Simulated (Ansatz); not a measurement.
# C2H8B2O: rotation by 180° about the C2–O5 bond, part 2 of 2

Wanted: the energy profile along the rotation by 180° about the C2–O5 bond, from relaxed end points and a band of images. SMILES of the start: BC(B)(C)O.

Ansatz 0.2.0; RKS B3LYP-D4/def2-SVP.

## 7. The band, image by image

Images 0 and 10 are the ends. Energies count from image 0; the path length is the program's own measure over all atoms.

| image | path (Å) | energy (eV) | dihedral C4–C2–O5–H13 (°) | band force (eV/Å) |
| --- | --- | --- | --- | --- |
| 0 | 0.000 | 0.0000 | -81 | - |
| 1 | 0.164 | 0.0033 | -90 | 0.012 |
| 2 | 0.328 | 0.0122 | -102 | 0.018 |
| 3 | 0.492 | 0.0211 | -114 | 0.021 |
| 4* | 0.655 | 0.0252 | -127 | 0.025 |
| 5 | 0.829 | 0.0234 | -140 | 0.027 |
| 6 | 1.003 | 0.0178 | -153 | 0.023 |
| 7 | 1.177 | 0.0112 | -165 | 0.024 |
| 8 | 1.351 | 0.0054 | -175 | 0.022 |
| 9 | 1.524 | 0.0017 | 175 | 0.011 |
| 10 | 1.698 | 0.0010 | 164 | - |

The star marks the climbing image.

image, energy (eV) and a bar:
```
        0      0.000 
        1      0.003 ####
        2      0.012 ###############
        3      0.021 #########################
        4      0.025 ##############################
        5      0.023 ############################
        6      0.018 #####################
        7      0.011 #############
        8      0.005 ######
        9      0.002 ##
       10      0.001 #
```

How the highest energy settled:

```csv
iteration,highest image above image 0 (eV),largest band force (eV/Å)
1,0.0895,0.680
2,0.0385,0.278
3,0.0303,0.187
4,0.0265,0.083
5,0.0255,0.042
6,0.0252,0.027
```

The band as a trajectory file:

```xyz
13
image=0 dE=0.0000
B    -1.437    0.953    0.101
C     0.022    0.490    0.108
B     0.069   -0.874    0.869
C     0.504   -0.468   -1.064
O     0.996    1.457    0.434
H    -1.763    1.917    0.747
H    -2.271    0.305   -0.483
H    -0.809   -1.691    0.809
H     1.059   -1.085    1.531
H     1.331    0.066   -1.550
H    -0.296   -0.718   -1.770
H     0.956   -1.438   -0.727
H     1.658    1.051    1.010
13
image=1 dE=0.0033
B    -1.439    0.943    0.115
C     0.025    0.495    0.094
B     0.102   -0.876    0.840
C     0.496   -0.471   -1.074
O     1.002    1.467    0.401
H    -1.760    1.899    0.775
H    -2.280    0.291   -0.454
H    -0.780   -1.691    0.815
H     1.106   -1.080    1.482
H     1.347    0.034   -1.546
H    -0.303   -0.703   -1.786
H     0.915   -1.458   -0.732
H     1.586    1.116    1.085
13
image=2 dE=0.0122
B    -1.433    0.937    0.130
C     0.031    0.492    0.083
B     0.129   -0.886    0.819
C     0.488   -0.474   -1.086
O     1.022    1.461    0.367
H    -1.741    1.893    0.795
H    -2.286    0.283   -0.420
H    -0.756   -1.698    0.812
H     1.141   -1.089    1.449
H     1.341    0.023   -1.563
H    -0.317   -0.706   -1.791
H     0.906   -1.463   -0.743
H     1.497    1.193    1.164
13
image=3 dE=0.0211
B    -1.423    0.932    0.146
C     0.038    0.484    0.074
B     0.150   -0.900    0.803
C     0.480   -0.475   -1.097
O     1.051    1.442    0.339
H    -1.720    1.888    0.818
H    -2.289    0.279   -0.386
H    -0.738   -1.708    0.806
H     1.167   -1.104    1.422
H     1.332    0.018   -1.582
H    -0.331   -0.709   -1.794
H     0.903   -1.464   -0.756
H     1.400    1.282    1.224
13
image=4 dE=0.0252
B    -1.411    0.926    0.166
C     0.047    0.475    0.067
B     0.165   -0.917    0.790
C     0.474   -0.472   -1.108
O     1.088    1.412    0.320
H    -1.697    1.880    0.848
H    -2.288    0.277   -0.352
H    -0.727   -1.722    0.796
H     1.185   -1.123    1.400
H     1.324    0.018   -1.600
H    -0.343   -0.706   -1.799
H     0.901   -1.462   -0.771
H     1.303    1.379    1.260
13
image=5 dE=0.0234
B    -1.395    0.921    0.190
C     0.057    0.463    0.064
B     0.174   -0.938    0.778
C     0.472   -0.468   -1.119
O     1.119    1.381    0.314
H    -1.666    1.870    0.886
H    -2.285    0.279   -0.314
H    -0.722   -1.739    0.779
H     1.197   -1.152    1.377
H     1.323    0.018   -1.613
H    -0.350   -0.693   -1.807
H     0.896   -1.464   -0.790
H     1.201    1.488    1.269
13
image=6 dE=0.0178
B    -1.379    0.912    0.219
C     0.068    0.455    0.062
B     0.174   -0.958    0.767
C     0.473   -0.463   -1.129
O     1.149    1.349    0.318
H    -1.635    1.849    0.938
H    -2.279    0.280   -0.278
H    -0.724   -1.755    0.756
H     1.198   -1.180    1.360
H     1.326    0.020   -1.621
H    -0.352   -0.676   -1.817
H     0.891   -1.465   -0.809
H     1.110    1.599    1.249
13
image=7 dE=0.0112
B    -1.364    0.897    0.250
C     0.079    0.450    0.060
B     0.172   -0.974    0.757
C     0.477   -0.458   -1.137
O     1.170    1.324    0.328
H    -1.607    1.816    0.997
H    -2.272    0.278   -0.245
H    -0.729   -1.769    0.731
H     1.193   -1.204    1.348
H     1.336    0.021   -1.624
H    -0.348   -0.657   -1.828
H     0.885   -1.467   -0.825
H     1.029    1.709    1.202
13
image=8 dE=0.0054
B    -1.350    0.878    0.283
C     0.089    0.448    0.058
B     0.167   -0.985    0.747
C     0.483   -0.453   -1.142
O     1.184    1.308    0.341
H    -1.583    1.774    1.062
H    -2.264    0.270   -0.214
H    -0.735   -1.777    0.708
H     1.186   -1.224    1.337
H     1.351    0.019   -1.621
H    -0.341   -0.636   -1.840
H     0.875   -1.469   -0.837
H     0.960    1.812    1.133
13
image=9 dE=0.0017
B    -1.340    0.854    0.316
C     0.098    0.450    0.057
B     0.164   -0.993    0.737
C     0.489   -0.447   -1.146
O     1.190    1.301    0.357
H    -1.566    1.726    1.126
H    -2.257    0.256   -0.187
H    -0.740   -1.782    0.690
H     1.182   -1.239    1.326
H     1.371    0.013   -1.611
H    -0.330   -0.611   -1.853
H     0.859   -1.474   -0.846
H     0.900    1.910    1.049
13
image=10 dE=0.0010
B    -1.350    0.830    0.268
C     0.100    0.456    0.044
B     0.145   -0.965    0.777
C     0.537   -0.484   -1.111
O     1.170    1.323    0.362
H    -1.608    1.708    1.062
H    -2.243    0.212   -0.252
H    -0.754   -1.760    0.728
H     1.145   -1.184    1.406
H     1.444   -0.049   -1.548
H    -0.252   -0.663   -1.849
H     0.877   -1.506   -0.763
H     0.808    2.046    0.891
```

## 8. Frequencies at the highest image

The geometry is the highest inner image of the first converged band.

input.yaml

```yaml
crystal:
  periodic: [false, false, false]
  atoms:
    - { symbol: B, position_ang: [-1.411012, 0.926176, 0.165721] }
    - { symbol: C, position_ang: [0.046575, 0.474619, 0.066606] }
    - { symbol: B, position_ang: [0.164675, -0.916791, 0.790233] }
    - { symbol: C, position_ang: [0.474418, -0.471661, -1.108415] }
    - { symbol: O, position_ang: [1.087613, 1.411702, 0.320092] }
    - { symbol: H, position_ang: [-1.696994, 1.879533, 0.847733] }
    - { symbol: H, position_ang: [-2.287621, 0.276856, -0.351569] }
    - { symbol: H, position_ang: [-0.727031, -1.721702, 0.795621] }
    - { symbol: H, position_ang: [1.184618, -1.123382, 1.399768] }
    - { symbol: H, position_ang: [1.323787, 0.018363, -1.600323] }
    - { symbol: H, position_ang: [-0.342549, -0.705542, -1.798726] }
    - { symbol: H, position_ang: [0.901273, -1.462414, -0.77121] }
    - { symbol: H, position_ang: [1.302547, 1.379446, 1.259566] }
basis:
  gaussian: { orbitals: def2-SVP }
hamiltonian:
  xc: b3lyp
  dispersion: d4
phonons: {}
```

Started as:

```sh
ansatz run input.yaml --threads 2 --pin off --max-ram 3072MiB --backend cpu --events-out ev --progress --plain --runs-dir out
```

What it wrote, shortened:

```text
Warning: RAYON_NUM_THREADS=2 ignored (pool sized by the plan → 2); use --threads N
[...]
Functional definition: B3LYP
[...]
1245 factors; integrals over basis functions are off by at most 3.2e-4 eV
[...]
mean field -5598.51490336 eV, -205.7416278888 hartree, gradient 4.8e-5 eV, S^2 0.000000; 0 other end points of the search recorded, 0 dependent functions left out
[...]
reference -5598.51515887 eV, -205.7416372786 hartree; 19, 19 occupied and 91, 91 virtual orbitals, 1245 factors
[...]
1245 factors; integrals over basis functions are off by at most 3.2e-4 eV
[...]
mean field -5598.51467770 eV, -205.7416195961 hartree, gradient 2.4e-6 eV, S^2 0.000000; 0 other end points of the search recorded, 0 dependent functions left out
[...]
reference -5598.51493325 eV, -205.7416289870 hartree; 19, 19 occupied and 91, 91 virtual orbitals, 1245 factors
[...]
1245 factors; integrals over basis functions are off by at most 3.2e-4 eV
[...]
WARN: phonons: modes at or below zero, which the zero-point energy, F, S and C_V leave out: 1, the lowest at -199.13 cm⁻¹. A minimum has none, and a first-order saddle one
[...]
Atom 5 at    -1.696994     1.879533     0.847733 Å, force     0.003093     0.008361    -0.000472 eV/Å
Atom 6 at    -2.287621     0.276856    -0.351569 Å, force     0.001164     0.003557     0.003582 eV/Å
Atom 7 at    -0.727031    -1.721702     0.795621 Å, force    -0.007754     0.003692    -0.003750 eV/Å
Atom 8 at     1.184618    -1.123382     1.399768 Å, force    -0.002435    -0.003741    -0.000970 eV/Å
Atom 9 at     1.323787     0.018363    -1.600323 Å, force     0.001190    -0.002406    -0.000431 eV/Å
Atom 10 at    -0.342549    -0.705542    -1.798726 Å, force     0.001030     0.001570    -0.000082 eV/Å
Atom 11 at     0.901273    -1.462414    -0.771210 Å, force     0.004935    -0.005835     0.006202 eV/Å
Atom 12 at     1.302547     1.379446     1.259566 Å, force     0.012945     0.006300     0.001304 eV/Å
Dipole moment:     0.159780    -0.244395    -0.068850 e Å
Vibrations: -199.13 161.42 230.42 306.04 344.15 395.23 415.38 451.92 675.11 710.25 775.62 811.83 853.09 944.84 973.37 1019.11 1046.08 1133.42 1182.63 1209.73 1271.02 1307.72 1369.93 1412.18 1472.44 2563.62 2575.28 2653.04 2681.43 2801.70 3106.19 3202.09 3842.63 cm⁻¹, zero-point energy 2.721385 eV
```

It took 2.1 min on 2 threads of Arm Neoverse V2, shared host; peak memory 0.23 GiB.

Of 33 modes, 1 is imaginary by more than 30 cm⁻¹ (199i cm⁻¹).

## 9. Results

This closing draws on all 2 parts.

```
                    quantity                     value
                       end A  20 moves, 0.645 eV lower
                       end B  24 moves, 0.670 eV lower
            barrier forwards                  0.025 eV
           barrier backwards                  0.024 eV
second end relative to first                 +0.001 eV
               highest image    4 of 0 to 10, climbing
             band iterations                         6
  imaginary modes at the top                 199i cm⁻¹
```

In words: The barrier from the first end is 0.025 eV, 1.0 times kT at 300 K. The two ends lie within 1 meV of each other. The listed dihedral goes from -81° at end A through -127° at the highest image to 164° at end B; the relaxed ends differ by 115° in it rather than the 180° set up, and other torsions can move along the band as well. One imaginary mode, as a first-order saddle point has. Zero-point energy and entropy are left out.
